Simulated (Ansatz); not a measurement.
# GaH3O (triplet): from Hartree-Fock to the top rungs, cc-pVDZ

Aim: climb from Hartree-Fock through coupled cluster for GaH3O (triplet) at one geometry and basis, and see what each rung misses.

The runs use Ansatz 0.2.0, Gaussian basis; cc-pVDZ, core rule «outside noble gas», up to 15 orbitals frozen.

To be run: UHF; CCSD(T) on ROHF; CCSD(T) on UHF; BCCD(T) on ROHF; CISD; CCSDT(Q) on ROHF; CCSDT(Q) on UHF.

9 further runs of the same task are left out: 6 for a known fault of the program, 3 set aside as unsound or not needed.

### Step 1. What is computed

The geometry is a PBE0/def2-TZVP stationary point (not a proven minimum) of the parent state, kept for this charge and spin. No spin-orbit coupling is included. The filled d shell of Ga may be among the frozen orbitals whatever the setting's name suggests; the logs give the count.

5 atoms, charge 0, spin multiplicity 3.

Atoms are counted from 1 here; the program's logs count them from 0.

Bond lengths: O1–Ga2 1.788 Å, O1–H3 0.959 Å, Ga2–H4 1.565 Å, Ga2–H5 1.556 Å. Angles: Ga2–O1–H3 114.1°, O1–Ga2–H4 117.5°, O1–Ga2–H5 113.8°, H4–Ga2–H5 128.7°.

### Step 2. UHF

in.yaml reads:

```yaml
crystal:
  periodic: [false, false, false]
  atoms:
    - {symbol: O, position_ang: [0.000000, -0.112056, 1.452192]}
    - {symbol: Ga, position_ang: [0.000000, 0.013833, -0.331657]}
    - {symbol: H, position_ang: [0.000000, 0.734063, 1.903886]}
    - {symbol: H, position_ang: [0.000000, 1.449687, -0.954928]}
    - {symbol: H, position_ang: [0.000000, -1.361954, -1.058153]}
basis:
  gaussian: {orbitals: cc-pVDZ}
magnetization: {spin_polarized: true, initial_magnetization: 2}
hamiltonian: {xc: hf}
output: {orbitals: {seedname: orbitals}}
```

Launch:

```console
$ ansatz run in.yaml --threads 1 --pin off --events-out ev --progress --plain --max-ram 4096MiB --backend cpu
```

The runs that follow: CCSD(T) on ROHF; CCSD(T) on UHF; BCCD(T) on ROHF; CISD; CCSDT(Q) on ROHF; CCSDT(Q) on UHF.

**Question.** What will the summary of the whole plan be? Wanted: UCCSDT(Q) below the RHF energy; RMP2 from UCCSDT(Q); UMP2 from UCCSDT(Q); RCCSD from UCCSDT(Q); RCCSD(T) from UCCSDT(Q); UCCSD(T) from UCCSDT(Q); RCCSDT(Q) from UCCSDT(Q); T1 diagnostic.

As calculated:

| quantity | value |
| --- | --- |
| UCCSDT(Q) below the RHF energy | -7.2951 eV |
| RMP2 from UCCSDT(Q) | +95.5 kJ/mol |
| UMP2 from UCCSDT(Q) | +88.7 kJ/mol |
| RCCSD from UCCSDT(Q) | +30.5 kJ/mol |
| RCCSD(T) from UCCSDT(Q) | +6.8 kJ/mol |
| UCCSD(T) from UCCSDT(Q) | +6.1 kJ/mol |
| RCCSDT(Q) from UCCSDT(Q) | +1.4 kJ/mol |
| levels within 1 kcal/mol (43 meV) | RCCSDT, UCCSDT, RCCSDT(Q) |
| T1 diagnostic | 0.061 |

In words: RCCSD(T) misses by +6.8 kJ/mol, 1.0 % of the correlation energy. Coupled cluster took another determinant than the lowest Hartree-Fock one. These misses are within one basis, not against nature; the frozen cores of restricted and unrestricted runs differ, which can shift their rows.
